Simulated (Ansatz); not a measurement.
# Co4Ge (R-3m) in Ansatz: reference runs

Aim: a first look at Co4Ge with PBEsol, on the cell as given and on a disturbed one.

Program: Ansatz 0.2.0. These are calculated values, not measurements. Logs are shortened: lines on timing, memory, paths and dates and some standing lists are left out, and cuts for length are marked.

## Step 1: Starting point

It takes space group R-3m (No. 166, trigonal). Conventional cell: a = 2.625 Å, b = 2.625 Å, c = 29.588 Å, α = 90.00°, β = 90.00°, γ = 120.00°. Ge (site symmetry -3m) has 6 Co at 2.51 Å and 6 Ge at 2.62 Å as nearest neighbours. Co (site symmetry 3m) has 9 Co at 2.45 to 2.62 Å and 3 Ge at 2.51 Å as nearest neighbours. Co (site symmetry 3m) has 12 Co at 2.45 to 2.62 Å as nearest neighbours.

The cell comes from a database or a generator and needn't be the stable form of this composition.

## Step 2: Single point, PBEsol, collinear spin, ferromagnetic start

Contents of input.yaml:

```yaml
crystal:
  lattice:
    - [1.3124950637, 0.7577693783, 9.8626483117]
    - [-1.3124950637, 0.7577693783, 9.8626483117]
    - [0.0, -1.5155387567, 9.8626483117]
  atoms:
    - { symbol: Ge, position: [0.0, 0.0, 0.0] }
    - { symbol: Co, position: [0.59884, 0.59884, 0.59884], spin: 2.0 }
    - { symbol: Co, position: [0.20032, 0.20032, 0.20032], spin: 2.0 }
    - { symbol: Co, position: [0.79968, 0.79968, 0.79968], spin: 2.0 }
    - { symbol: Co, position: [0.40116, 0.40116, 0.40116], spin: 2.0 }
hamiltonian:
  xc: pbesol
  pseudopotentials: { kind: paw }
magnetization:
  spin_polarized: true
kpoints:
  mp_grid: { grid: [12, 12, 12] }
scf:
  occupations: { method: fermi_dirac, width: 0.05 }
output:
  forces: true
  stress: true
  eigenvalues: true
```

Potentials or basis: Ansatz PAW.

On the command line:

```console
$ ansatz run input.yaml --threads 2 --pin off --max-ram 5632MiB --backend cpu --events-out ev --progress --plain --runs-dir out
```

What it wrote:

```text
Warning: RAYON_NUM_THREADS=2 ignored (pool sized by the plan → 2); use --threads N
basis.fft_grid_basis auto: the FFT boxes are laid along the combinations [[1, 0, -1], [0, 1, -1], [0, 0, 1]] of the cell's own vectors, 2.625, 2.625 and 9.978 Å long. The dense box has 18×18×72 points. Along the cell's own vectors, as sized, it would have 72×72×72, 16.00 times as many. Of the 12 symmetry operations that the crystal satisfies within crystal.symmetry.tolerance (time reversal apart; of a slab, those that keep its plane) the dense box along the cell's own vectors carries 12, and the one as laid loses 8 of those. basis.fft_grid_basis: typed keeps the cell's own vectors: state it where this run's energies or levels are differenced outside the engine with another run's, or held beside a run that keeps those vectors.
Engine: ansatz 0.2.0, aarch64-unknown-linux-gnu
Pseudopotentials: kind: paw
Pseudopotential: Ge, paw, valence charge 14, recommended cutoff 420 eV (normal), Ge.paw.azcp
Pseudopotential: Co, paw, valence charge 17, recommended cutoff 420 eV (normal), Co.paw.azcp
Functional definition: PBEsol
  exchange = pbesol_x
  correlation = pbesol_c
Crystal: 5 atoms, lattice volume = 58.854 Å³
Basis set: ecut = 420 eV, 1179 PW (Γ), FFT grids on a1−a3, a2−a3, a3, exchange–correlation on 36×36×144 points (8 copies of the dense FFT grid, shifted against one another)
Bands: 54, of which v1, the nominal top of the filled ones, is band 41 counted from 1 (40 counted from 0)
Symmetry: 12 space group operations
Space group: R-3m (ITA 166), of the structure as read, at distance tolerance 3.9e-5 Å
Magnetic group: BNS 166.97 (UNI 1327), of the structure as read, at distance tolerance 3.9e-5 Å
k-points: 189 of 1728
Non-local potential: Ge, projectors of the file, l = 0: 2, l = 1: 2, l = 2: 3, l = 3: 1
Non-local potential: Co, projectors of the file, l = 0: 3, l = 1: 2, l = 2: 3, l = 3: 1
PAW form: soft (Blöchl's): semilocal exchange-correlation on the pseudo side does not see the compensation charge
PAW frozen core: Ge, regenerated for the run's functional, and the local potential with it (the file was generated under x = pbe(κ = 0.804, μ = 0.2195149727645171), c = pbe(β = 0.06672455060314922))
PAW frozen core: Co, regenerated for the run's functional, and the local potential with it (the file was generated under x = pbe(κ = 0.804, μ = 0.2195149727645171), c = pbe(β = 0.06672455060314922))
PAW one-centre angular grid: Ge, 590 points (default); XC on 64 Gauss nodes
PAW one-centre angular grid: Co, 590 points (default); XC on 64 Gauss nodes
Initial density: superposition of atomic densities (chi_scale 0.1, normalization cell)
Starting moments: Σ|m| = 8 μB on 4 of 5 sites
Initial wavefunctions: pseudopotential atomic-orbital guess
Functional: x = pbesol(κ = 0.804, μ = 0.12345679012345678), c = pbesol(β = 0.046)
SCF iter   1: F=—  HF=-24623.335456 eV  |F-HF|=—  |Δ(HF+E_count)|=         —  Δρ=6.15e-2 (↑6.15e-2 ↓5.82e-2)  dr2=4.50e0  dr2_m=3.36e-1  M=6.616 μB ∫|m|=7.008 μB  β_m=0.30  ethr=3.10e-3  ⟨swp⟩=5.6  Hψ=66497  notcnv=0  defer=81
Mixer restart at iter 1: flushing history
preconditioner: auto → Kerker (q_TF=auto, 2.883 Å⁻¹)  [metal: Δε(μ)=0.001 eV  Ē_g=12.481 eV  σ=0.050 eV  W_gap=0.01  n_scr=20 (ndim 8)  ℏωp=34.2 eV  f_vac=0.000  D(μ)=5.62/eV (n_scr^D=72)]
spin=Collinear: Kerker preconditioning applied to the charge; magnetization (m = ρ↑ − ρ↓) channel mixes plain (no charge-response kernel on spin).
SCF iter   2: F=—  HF=-24622.127857 eV  |F-HF|=—  |Δ(HF+E_count)|=    1.21e0  Δρ=2.50e-2 (↑2.02e-2 ↓2.50e-2)  dr2=1.67e0  dr2_m=1.78e-1  M=6.539 μB ∫|m|=6.983 μB  β_m=0.35  ethr=3.10e-3  ⟨swp⟩=2.2  Hψ=32087  notcnv=0  defer=1285
SCF iter   3: F=—  HF=-24623.182467 eV  |F-HF|=—  |Δ(HF+E_count)|=    1.05e0  Δρ=2.26e-2 (↑1.47e-2 ↓2.26e-2)  dr2=1.69e0  dr2_m=1.28e-1  M=6.316 μB ∫|m|=6.812 μB  β_m=0.56  ethr=2.03e-3  ⟨swp⟩=2.0  Hψ=23378  notcnv=0  defer=1288
SCF iter   4: F=—  HF=-24624.747808 eV  |F-HF|=—  |Δ(HF+E_count)|=    1.57e0  Δρ=1.88e-2 (↑9.17e-3 ↓1.88e-2)  dr2=1.12e0  dr2_m=3.53e-2  M=5.923 μB ∫|m|=6.514 μB  β_m=0.76  ethr=2.03e-3  ⟨swp⟩=2.0  Hψ=24849  notcnv=0  defer=1276
SCF iter   5: F=—  HF=-24624.750855 eV  |F-HF|=—  |Δ(HF+E_count)|=   3.05e-3  Δρ=1.47e-2 (↑5.17e-3 ↓1.47e-2)  dr2=7.42e-2  dr2_m=3.02e-2  M=5.838 μB ∫|m|=6.473 μB  β_m=0.88  ethr=1.36e-3  ⟨swp⟩=2.6  Hψ=31603  notcnv=0  defer=1444
SCF iter   6: F=—  HF=-24624.815868 eV  |F-HF|=—  |Δ(HF+E_count)|=   6.50e-2  Δρ=1.01e-2 (↑5.31e-3 ↓1.01e-2)  dr2=7.65e-2  dr2_m=6.03e-3  M=5.882 μB ∫|m|=6.523 μB  β_m=0.74  ethr=9.05e-5  ⟨swp⟩=2.0  Hψ=40267  notcnv=0  defer=1419
SCF iter   7: F=—  HF=-24624.810904 eV  |F-HF|=—  |Δ(HF+E_count)|=   4.96e-3  Δρ=1.77e-3 (↑1.56e-3 ↓1.77e-3)  dr2=4.57e-3  dr2_m=7.14e-5  M=5.893 μB ∫|m|=6.541 μB  β_m=0.61  ethr=9.05e-5  ⟨swp⟩=2.0  Hψ=30956  notcnv=0  defer=1415
SCF iter   8: F=—  HF=-24624.810349 eV  |F-HF|=—  |Δ(HF+E_count)|=   5.55e-4  Δρ=6.41e-4 (↑3.32e-4 ↓6.41e-4)  dr2=4.15e-4  dr2_m=3.91e-5  M=5.897 μB ∫|m|=6.548 μB  β_m=0.68  ethr=5.57e-6  ⟨swp⟩=2.0  Hψ=31717  notcnv=0  defer=1410
SCF iter   9: F=—  HF=-24624.810954 eV  |F-HF|=—  |Δ(HF+E_count)|=   6.06e-4  Δρ=2.53e-4 (↑2.06e-4 ↓2.53e-4)  dr2=7.24e-5  dr2_m=1.41e-5  M=5.899 μB ∫|m|=6.551 μB  β_m=0.84  ethr=5.06e-7  ⟨swp⟩=2.4  Hψ=31524  notcnv=0  defer=1410
SCF iter  10: F=—  HF=-24624.811078 eV  |F-HF|=—  |Δ(HF+E_count)|=   1.23e-4  Δρ=1.26e-4 (↑1.13e-4 ↓1.26e-4)  dr2=2.60e-5  dr2_m=1.81e-6  M=5.902 μB ∫|m|=6.553 μB  β_m=0.74  ethr=8.83e-8  ⟨swp⟩=2.0  Hψ=27650  notcnv=0  defer=1409
SCF iter  11: F=—  HF=-24624.811073 eV  |F-HF|=—  |Δ(HF+E_count)|=   4.94e-6  Δρ=6.83e-5 (↑4.72e-5 ↓6.83e-5)  dr2=6.04e-6  dr2_m=3.13e-7  M=5.901 μB ∫|m|=6.553 μB  β_m=0.66  ethr=3.17e-8  ⟨swp⟩=2.0  Hψ=26626  notcnv=0  defer=1409
SCF iter  12: F=—  HF=-24624.811074 eV  |F-HF|=—  |Δ(HF+E_count)|=   1.57e-6  Δρ=5.74e-5 (↑1.08e-5 ↓5.74e-5)  dr2=2.34e-6  dr2_m=3.74e-7  M=5.901 μB ∫|m|=6.553 μB  β_m=0.83  ethr=7.36e-9  ⟨swp⟩=2.0  Hψ=26820  notcnv=0  defer=1409
SCF iter  13: F=—  HF=-24624.811075 eV  |F-HF|=—  |Δ(HF+E_count)|=   3.02e-7  Δρ=3.51e-5 (↑1.13e-5 ↓3.51e-5)  dr2=1.51e-6  dr2_m=1.08e-7  M=5.901 μB ∫|m|=6.553 μB  β_m=0.92  ethr=2.85e-9  ⟨swp⟩=1.5  Hψ=22342  notcnv=0  defer=1409
SCF iter  14: F=—  HF=-24624.811075 eV  |F-HF|=—  |Δ(HF+E_count)|=  8.00e-10  Δρ=4.50e-6 (↑4.50e-6 ↓4.28e-6)  dr2=8.79e-8  dr2_m=5.73e-10  M=5.901 μB ∫|m|=6.553 μB  β_m=0.95  ethr=1.84e-9  ⟨swp⟩=1.8  Hψ=23719  notcnv=0  defer=1409
SCF iter  15: F=-24624.811075 eV  HF=-24624.811075 eV  |F-HF|=4.08e-9  |Δ(HF+E_count)|=   5.61e-9  Δρ=1.29e-6 (↑1.29e-6 ↓5.65e-7)  dr2=3.42e-9  dr2_m=1.57e-10  M=5.901 μB ∫|m|=6.553 μB  ethr=1.07e-10  ⟨swp⟩=8.1  Hψ=78435  notcnv=0
SCF 1 converged in 15 iterations: F = -24624.811075 eV  dr2 = 3.42e-9
SCF converged after 15 iterations
Magnetization: 5.9013 μB (43.9506 up, 38.0494 down)
Absolute magnetization: 6.5536 μB (∫|ρ↑−ρ↓|, with the PAW one-centre terms)
Spin contamination: 0.1252 ħ² per cell (⟨S²⟩ above its minimum at these occupations)
Per-site moments (μB) at R_I (Å): [(-0.03306354942134424, 1.0373625733797815), (1.3238027056470736, 1.0118359971272748), (1.779511103823458, 1.0118359971272748), (1.779511103823455, 1.0118359971272723), (1.3238027056470738, 1.0118359971272723)]
Free energy (F): -24624.811075 eV
Harris-Foulkes:  -24624.811075 eV  (|F-HF|=4.08e-9)
Internal energy: -24624.767053 eV  (E = F + TS)
E sigma→0 (E₀):  -24624.789064 eV
Entropy (-TS):   -0.044022 eV (-8.804 meV/atom)
Fermi energy:    17.436513 eV
--- Per-component energies (eV) ---
  E_band       = -1086.682183
  E_kinetic    = 1925.034634
  E_local      = -13801.383477  (includes V_loc(G=0)·N_el)
  E_nonlocal   = 2248.562794
  E_hartree    = 5843.556388
  E_xc         = -705.431647
  E_vxc        = -882.023021  (∫ρ·V_xc dr)
  E_paw        = -7911.364750  (= ΣΔE_a)
  E_vpaw       = -2263.984421  (= ΣTr[D̂ρ^β])
  E_aug_tail   = 0.000536  (compensation charges beyond the density's cutoff)
  E_ewald      = -12225.413143
  E_core_change = 1.671613  (= ΣΔE_core)
  E_smearing   = -0.044022  (= −TS)
  E_closure    = -0.000000  (closes the sum)
  Σ components = -24624.811075   (vs F -24624.811075, Δ=0.00e0)
--- Forces (eV/Å), atoms counted from 1 ---
  atom   1  Ge    -0.00000000     0.00000000     0.00000000
  atom   2  Co     0.00000000    -0.00000000     0.00414485
  atom   3  Co     0.00000000     0.00000000    -0.05307588
  atom   4  Co     0.00000000    -0.00000000     0.05307588
  atom   5  Co     0.00000000     0.00000000    -0.00414485
  max |Σ_I F_I| component: 1.16e-18 eV/Å
--- Stress (GPa, compression-positive) ---
       -8.750308      -0.000000       0.000000
       -0.000000      -8.750308      -0.000000
        0.000000      -0.000000      -8.396577
  P = ⅓ Tr σ = -8.6324 GPa (-86.324 kbar)
--- Band table (eV; the first three rows and the last of 378) ---
  k-point 0 ↑: bands = ["-78.4500", "-78.4251", "-77.9958", "-77.9958", "-41.8842", "-41.7759", "-41.7759", "-41.7508", "-41.7508", "-41.7488", "-41.3553", "-41.3540", "-41.3540", "-41.3539", "-41.3539", "-41.3497", "-7.6077", "-7.6077", "-7.5361", "-7.3495", "-7.3495", "3.1349", "9.1772", "9.3524", "12.1635", "12.5004", "13.9103", "14.6356", "14.6356", "14.6805", "14.6805", "14.9827", "14.9827", "15.0111", "15.0549", "15.0549", "15.1381", "15.7847", "15.7847", "15.8287", "15.8287", "16.0425", "16.2420", "16.2420", "16.5738", "16.5738", "22.5762", "25.3351", "29.6755", "29.6755", "33.4912", "33.6358", "34.1231", "34.1231"]
  k-point 1 ↑: bands = ["-78.4484", "-78.4242", "-77.9946", "-77.9946", "-41.8812", "-41.7894", "-41.7788", "-41.7601", "-41.7526", "-41.7448", "-41.3634", "-41.3634", "-41.3562", "-41.3562", "-41.3539", "-41.3489", "-7.6131", "-7.5903", "-7.5228", "-7.3609", "-7.3519", "3.3316", "9.3703", "9.5819", "12.3028", "12.6545", "13.9150", "14.5563", "14.5993", "14.7189", "14.7289", "14.7645", "14.9073", "15.0331", "15.0529", "15.1307", "15.2140", "15.5225", "15.7037", "15.7082", "15.8897", "15.9453", "16.2354", "16.5524", "16.5890", "17.0765", "22.8137", "25.4209", "27.6401", "28.7668", "32.2227", "33.4837", "34.1584", "34.9118"]
  k-point 2 ↑: bands = ["-78.4440", "-78.4220", "-77.9914", "-77.9914", "-41.8736", "-41.8190", "-41.7866", "-41.7841", "-41.7575", "-41.7414", "-41.3882", "-41.3878", "-41.3624", "-41.3624", "-41.3512", "-41.3479", "-7.6320", "-7.5427", "-7.4831", "-7.3919", "-7.3585", "3.9231", "9.9417", "10.2307", "12.6759", "13.0264", "13.8674", "14.2593", "14.3971", "14.4893", "14.7696", "14.8078", "14.9577", "15.0155", "15.0903", "15.2058", "15.3374", "15.3478", "15.5214", "15.7011", "15.9239", "15.9872", "16.2412", "16.6187", "17.1923", "17.8077", "23.4482", "24.1932", "25.7160", "27.2279", "30.8193", "31.3427", "32.3515", "33.5961"]
  k-point 188 ↓: bands = ["-76.4152", "-76.4146", "-76.3120", "-76.2860", "-39.9842", "-39.9601", "-39.7779", "-39.7550", "-39.7550", "-39.7542", "-39.7542", "-39.6633", "-39.6633", "-39.6493", "-39.6368", "-39.6368", "-7.6109", "-7.6109", "-7.5475", "-7.3596", "-7.3596", "3.0892", "8.7126", "10.6706", "11.0992", "13.5533", "14.7073", "16.1948", "16.1948", "16.2862", "16.2862", "16.3938", "16.4501", "16.4501", "16.4988", "16.4988", "16.6442", "16.9994", "17.3463", "17.3463", "17.5650", "17.5650", "17.7422", "17.7422", "18.3127", "18.3127", "21.8268", "28.9557", "29.3074", "29.6631", "29.6631", "34.1428", "34.1428", "34.5736"]
```

It took 65 s on 2 threads of Arm Neoverse V1, shared host; peak memory 1.1 GiB.

What came out:

```
Free energy            : -24624.8111 eV
Pressure               : -8.6 GPa
Largest force          : 0.053 eV/Å
Band gap on the k mesh : none (metal or under the smearing width)
Net moment             : 5.90 μB per cell
Absolute moment        : 6.55 μB per cell
Site moments           : Ge -0.03; Co +1.32, +1.78 μB
```

Forces in eV/Å, atoms in the order of the input:
```
Ge   0.000  0.000  0.000
Co   0.000  0.000  0.004
Co   0.000  0.000 -0.053
Co   0.000  0.000  0.053
Co   0.000  0.000 -0.004
```

Levels at points of the mesh, in eV from the Fermi level:
Spin up:
```
              k point  band 41  band 42  band 43  band 44  band 45  band 46  band 47  band 48
   (0.00, 0.00, 0.00)    -1.61    -1.39    -1.19    -1.19    -0.86    -0.86     5.14     7.90
  (0.00, 0.00, -0.50)    -0.88    -0.72    -0.68     0.12     1.38     1.53     2.42     5.35
 (0.00, -0.50, -0.50)    -0.70    -0.67    -0.67     0.27     0.34     2.04     2.27     4.88
(-0.50, -0.50, -0.50)    -1.61    -1.21    -1.21    -0.85    -0.85    -0.70     3.76    11.06
```
Spin down:
| k point | band 35 | band 36 | band 37 | band 38 | band 39 | band 40 | band 41 | band 42 |
| --- | --- | --- | --- | --- | --- | --- | --- | --- |
| (0.00, 0.00, 0.00) | -0.96 | -0.96 | -0.91 | -0.63 | -0.09 | -0.09 | 0.13 | 0.13 |
| (0.00, 0.00, -0.50) | -0.87 | -0.50 | 0.06 | 0.16 | 0.72 | 0.78 | 0.83 | 0.91 |
| (0.00, -0.50, -0.50) | -0.82 | -0.09 | 0.40 | 0.41 | 0.75 | 0.78 | 0.86 | 0.91 |
| (-0.50, -0.50, -0.50) | -0.94 | -0.94 | -0.79 | -0.44 | -0.09 | -0.09 | 0.13 | 0.13 |

Caveat: the PAW data sets come from PBE, with cores solved anew for the run's functional, which leaves a small shift of forces and pressure.

[end of part 1 of 2]
